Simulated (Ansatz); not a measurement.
What does this script print? It uses Ansatz 0.2.0, Python API.

The script, `ch8al2si_bde.py`:
```python
import ansatz as az


def energy_of(molecule, charge=0, unpaired=0):
    calc = molecule.calculation().basis(gaussian='def2-TZVPP').functional('CAM-B3LYP')
    if charge:
        calc = calc.charge(charge)
    if unpaired:
        calc = calc.spin('collinear', total=unpaired)
    return calc.run(threads=1).report['free_energy_ev']

def without(molecule, index):
    rest = az.Crystal.molecule()
    for i, site in enumerate(molecule.cartesian_sites):
        if i != index:
            rest = rest.atom(site.symbol, site.position_ang)
    return rest

geometry = (
    az.Crystal.molecule()
    .atom('C', (-1.2917, 1.6008, -0.7838))
    .atom('Al', (-0.7436, 0.8168, 0.9115))
    .atom('Si', (1.204, -0.4627, 0.9347))
    .atom('Al', (1.0887, -2.2116, -0.612))
    .atom('H', (-0.6158, 1.386, -1.6167))
    .atom('H', (-1.3919, 2.7632, -0.6772))
    .atom('H', (-2.3161, 1.2561, -1.0589))
    .atom('H', (-1.5631, 1.0258, 2.2364))
    .atom('H', (1.4583, -0.9928, 2.3387))
    .atom('H', (2.3784, 0.3843, 0.5902))
    .atom('H', (0.7377, -1.8898, -2.1262))
    .atom('H', (1.1322, -3.7313, -0.1028))
)

whole = energy_of(geometry, 0)
hydrogen = energy_of(az.Crystal.molecule().atom('H', (0, 0, 0)), 0, 1)
print(f'E(molecule) = {whole:.5f} eV, E(H) = {hydrogen:.5f} eV')
for index in [6, 7, 9]:
    radical = energy_of(without(geometry, index), 0, 1)
    print(f'H{index}: homolysis {96.485332 * (radical + hydrogen - whole):.1f} kJ/mol')
```

```console
$ python ch8al2si_bde.py
E(molecule) = -22238.68488 eV, E(H) = -13.57334 eV
H6: homolysis 463.8 kJ/mol
H7: homolysis 359.4 kJ/mol
H9: homolysis 343.7 kJ/mol
```

Caveats:
- Total energies depend on the basis set; only differences at equal settings carry meaning.
- The geometry is a force-field or estimated start, not a minimum of this method, and the basis set is short of its limit. All parts are taken at fixed geometry, without zero-point energy.
- Run time: 82 s on 1 thread of Arm Neoverse V2 (shared host), peak memory 1 GiB.

(Lines on the test bed's own set-up are left out of the output.)
